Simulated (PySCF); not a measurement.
# CH6B2O2: the cost of one run

The runs use PySCF 2.14.0, with density-fitted response routines of our own; the level of theory stands in each step. All values are computed, except where a source is named. Atoms are numbered from 0 throughout.

### 1 Starting geometry

11 atoms, charge 0, multiplicity 1; geometry from: PBE0-D3(BJ)/def2-SVP.

Bonds of the start (Å): B0–O1 1.33, O1–B2 1.35, B2–O3 1.35, O3–C4 1.40, B0–H5 1.21, B0–H6 1.21, B2–H7 1.21, C4–H8 1.10, C4–H9 1.10, C4–H10 1.10.

### 2 Indirect couplings: LDA/pcJ-1

What the job is given:

```
{"job": {"kind": "j", "xc": "LDA", "basis": "pcJ-1"}, "charge": 0, "multiplicity": 1}
B      1.758159    -0.581538     0.413118
O      0.627073    -0.055459    -0.056352
B     -0.438959     0.532695    -0.644572
O     -1.702454     0.235397    -0.283457
C     -2.041715    -0.691030     0.715918
H      2.300307    -0.056077     1.361654
H      2.203175    -1.581409    -0.108413
H     -0.270360     1.351617    -1.512738
H     -1.193269    -0.925066     1.377978
H     -2.859048    -0.273079     1.321801
H     -2.397138    -1.626688     0.255658
```

Level: LDA/pcJ-1 indirect spin-spin coupling, non-relativistic, gas phase.

On the command line:

```bash
> OMP_NUM_THREADS=1 python probes_run.py task.json out
```

This one command runs all jobs of the session in turn.

Q: Estimate the wall time and peak memory of this first job on 1 thread of Arm Neoverse V1, shared host.

About 16 s, with a peak of 0.62 GiB.
